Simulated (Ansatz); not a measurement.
**C₈H₁₄ClNOTi: small, medium and large basis sets**

One table from this session's results is given with a row withheld; the runs are named, their logs left out.

Program: Ansatz 0.2.0, Gaussian basis. Level of theory: one geometry, several basis sets. These are calculated values, not measurements.

Levels to be run: PBE0-D4/def2-SVP; ωB97M-V/def2-SVP; PBE0-D4/def2-QZVPP; ωB97M-V/def2-QZVPP; the functionals' def2-TZVPP values are taken from earlier runs.

## The relaxed structure

The geometry comes from an earlier relaxation with PBE0-D4 in a triple-zeta def2 set; it is a stationary point, not always the lowest conformer.

SMILES `C[O][Ti]1234([Cl])([N](C)C)[C@H]5[C@@H]1[C@@H]2[C@@H]3[C@H]54`, 26 atoms, charge 0, spin multiplicity 1.

Atoms are counted from 1 here; the program's logs count them from 0.

Bond lengths: C1–O2 1.386 Å, C1–H13 1.095 Å, C1–H14 1.095 Å, C1–H15 1.097 Å, O2–Ti3 1.773 Å, Ti3–Cl4 2.282 Å, Ti3–N5 1.883 Å, Ti3–C8 2.412 Å, Ti3–C9 2.373 Å, Ti3–C10 2.361 Å, Ti3–C11 2.366 Å, Ti3–C12 2.419 Å, N5–C6 1.440 Å, N5–C7 1.439 Å, C6–H16 1.099 Å, C6–H17 1.089 Å, C6–H18 1.101 Å, C7–H19 1.098 Å and more. Angles: O2–C1–H13 109.9°, O2–C1–H14 110.3°, O2–C1–H15 111.2°, H13–C1–H14 108.4°, H13–C1–H15 108.3°, H14–C1–H15 108.6°, C1–O2–Ti3 152.8°, O2–Ti3–Cl4 106.2°, O2–Ti3–N5 101.8°, O2–Ti3–C8 116.8°, O2–Ti3–C9 144.0°, O2–Ti3–C10 122.1°, O2–Ti3–C11 90.0°, O2–Ti3–C12 87.9°, Cl4–Ti3–N5 101.9°, Cl4–Ti3–C8 84.5°, Cl4–Ti3–C9 93.6°, Cl4–Ti3–C10 127.5° and more.

The first run:

The input, in.yaml:

```yaml
crystal:
  periodic: [false, false, false]
  atoms:
    - {symbol: C, position_ang: [2.604000, 1.255068, 1.141843]}
    - {symbol: O, position_ang: [1.249921, 1.011150, 0.975193]}
    - {symbol: Ti, position_ang: [-0.134885, -0.051830, 0.662962]}
    - {symbol: Cl, position_ang: [-1.364167, -0.076140, 2.584916]}
    - {symbol: N, position_ang: [-1.196893, 1.019630, -0.463897]}
    - {symbol: C, position_ang: [-0.785642, 2.254999, -1.078284]}
    - {symbol: C, position_ang: [-2.505232, 0.601756, -0.892397]}
    - {symbol: C, position_ang: [0.175237, -2.403184, 1.104235]}
    - {symbol: C, position_ang: [-0.764594, -2.258114, 0.056556]}
    - {symbol: C, position_ang: [-0.104958, -1.681918, -1.045302]}
    - {symbol: C, position_ang: [1.234605, -1.446370, -0.670199]}
    - {symbol: C, position_ang: [1.408367, -1.914576, 0.652524]}
    - {symbol: H, position_ang: [2.869522, 2.215360, 0.686820]}
    - {symbol: H, position_ang: [2.853288, 1.297655, 2.207069]}
    - {symbol: H, position_ang: [3.210015, 0.470935, 0.671533]}
    - {symbol: H, position_ang: [-1.508457, 3.053735, -0.861537]}
    - {symbol: H, position_ang: [0.187994, 2.565900, -0.702322]}
    - {symbol: H, position_ang: [-0.723445, 2.159683, -2.173170]}
    - {symbol: H, position_ang: [-3.249490, 1.375758, -0.661054]}
    - {symbol: H, position_ang: [-2.543104, 0.417393, -1.977275]}
    - {symbol: H, position_ang: [-2.818847, -0.307091, -0.376415]}
    - {symbol: H, position_ang: [-0.039507, -2.775013, 2.093499]}
    - {symbol: H, position_ang: [-1.808965, -2.527151, 0.109626]}
    - {symbol: H, position_ang: [-0.550666, -1.429074, -1.995116]}
    - {symbol: H, position_ang: [1.989951, -0.977874, -1.284310]}
    - {symbol: H, position_ang: [2.315942, -1.850669, 1.234492]}
basis:
  gaussian: {orbitals: def2-SVP}
hamiltonian: {xc: pbe0, dispersion: d4}
output: {orbitals: {seedname: orbitals}}
```

Run with:

```
$ ansatz run in.yaml --threads 11 --pin off --events-out ev --progress --plain --max-ram 110592MiB --backend cpu
```

Among the steps run: PBE0-D4 in def2-SVP; ωB97M-V in def2-SVP; PBE0-D4 in def2-QZVPP; ωB97M-V in def2-QZVPP.

One of the session's tables, all rows but one given; the rest of the session is left out.

It belongs to the step «Functionals by basis». 

| functional | basis | HOMO (eV) |
| --- | --- | --- |
| PBE0-D4 | def2-SVP | -6.10 |
| PBE0-D4 | def2-TZVPP | -6.19 |
| PBE0-D4 | def2-QZVPP | -6.21 |
| ωB97M-V | def2-SVP | -8.22 |
| ωB97M-V | def2-TZVPP | -8.32 |
| ωB97M-V | def2-QZVPP | ? |

Q: Estimate the row for ωB97M-V, def2-QZVPP from the others.

As computed: HOMO (eV): -8.34. In the column «HOMO (eV)» it is the lowest.
